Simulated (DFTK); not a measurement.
Something may be wrong with this DFTK 0.8.2 calculation of Ir.

The input run.jl:

```julia
using DFTK
using PseudoPotentialData
using Unitful, UnitfulAtomic
using LinearAlgebra, Printf
include("save.jl")
disable_threading()

# lattice vectors are the columns
lattice = austrip(1u"Å") * [       2.45184            0.0            0.0;
                      0.0        2.45184            0.0;
                      0.0            0.0           23.8]
symbols   = [:Ir]
positions = [[0.0, 0.0, 0.29412]]
pseudopotentials = Dict(:Ir => "Ir.upf")
elements = Dict(s => ElementPsp(s, pseudopotentials; rcut=10.0) for s in unique(symbols))
atoms    = [elements[s] for s in symbols]

build_model(lattice, positions; symmetries=true) =
    model_DFT(lattice, atoms, positions;
              functionals=LDA(),
              temperature=austrip(0.05u"eV"),
              smearing=Smearing.FermiDirac(),
              symmetries)
Ecut  = 45.0  # hartree
kgrid = [8, 8, 1]
tol   = 1e-6
to_GPa = ustrip(uconvert(u"GPa", 1u"hartree/bohr^3"))

model = build_model(lattice, positions)
basis = PlaneWaveBasis(model; Ecut, kgrid)
display(basis)
scfres = self_consistent_field(basis;
                               tol,
                               maxiter=3,
                               nbandsalg=AdaptiveBands(model; n_bands_converge=13))
display(scfres.energies)
@printf "Fermi level: %.6f eV\n" ustrip(auconvert(u"eV", something(scfres.εF, NaN)))
forces = compute_forces_cart(scfres)
println("Forces (eV/Å)")
for (s, f) in zip(symbols, forces)
    @printf "%-3s %12.6f %12.6f %12.6f\n" s ustrip.(auconvert.(u"eV/Å", f))...
end
stress = compute_stresses_cart(scfres)
println("Stress (GPa)")
display(round.(stress * to_GPa; digits=4))
println("Levels at the first k-point (eV): ", round.(ustrip.(auconvert.(u"eV", scfres.eigenvalues[1][1:scfres.n_bands_converge])); digits=4))
save_scf!(scfres; forces, stress)
```

Potentials or basis: SG15 1.2 (PBE).

Command:

```bash
$ julia --threads=1 run.jl  # save.jl only writes the numbers to a file and isn't shown; printed stress counts tension as positive; times include loading and compiling
```

Output:

```text
PlaneWaveBasis discretization:

    Ecut                 : 45.0 Ha
    fft_size             : (30, 30, 288), 259200 total points
    kgrid                : MonkhorstPack([8, 8, 1])
    num.   red. kpoints  : 64
    num. irred. kpoints  : 15

    Discretized Model(lda_x+lda_c_pw, 3D):
        lattice (in Bohr)    : [4.63331   , 0         , 0         ]
                               [0         , 4.63331   , 0         ]
                               [0         , 0         , 44.9755   ]
        unit cell volume     : 965.51 Bohr³

        atoms                : Ir
        atom potentials      : ElementPsp(:Ir, "Ir.upf")

        num. electrons       : 17
        spin polarization    : none
        temperature          : 0.0018375 Ha
        smearing             : DFTK.Smearing.FermiDirac()

        terms                : Kinetic()
                               AtomicLocal()
                               AtomicNonlocal()
                               Ewald(nothing)
                               PspCorrection()
                               Hartree()
                               Xc(lda_x, lda_c_pw)
                               Entropy()
n     Energy            log10(ΔE)   log10(Δρ)   Diag   Δtime
---   ---------------   ---------   ---------   ----   ------
  1   -106.0676936583                   -1.02    5.7    11.2s
  2   -106.0711651859       -2.46       -1.30    1.1    4.67s
  3   -106.0728023481       -2.79       -2.00    2.7    6.70s
┌ Warning: SCF not converged.
└ @ DFTK scf_callbacks.jl:66
Energy breakdown (in Ha):
    Kinetic             31.8628987
    AtomicLocal         -619.3174857
    AtomicNonlocal      11.8610173
    Ewald               195.3841848
    PspCorrection       0.3739914
    Hartree             284.0976203
    Xc                  -10.3342185
    Entropy             -0.0008106

    total               -106.072802348118
Fermi level: -3.947981 eV
Forces (eV/Å)
Ir     -0.000000     0.000000     0.009918
Stress (GPa)
3×3 StaticArraysCore.SMatrix{3, 3, Float64, 9} with indices SOneTo(3)×SOneTo(3):
 2.2307  0.0     0.0
 0.0     2.2307  0.0
 0.0     0.0     1.0332
Levels at the first k-point (eV): [-96.1392, -52.5926, -52.4125, -52.4125, -11.8456, -10.3368, -6.4962, -3.2089, -3.2089, -2.7723, -1.7008, 2.1949, 2.6293]
```

What happened, and what is wrong with the input?

No converged result was reached. The input holds a flaw that was put in on purpose: far too few SCF iterations.
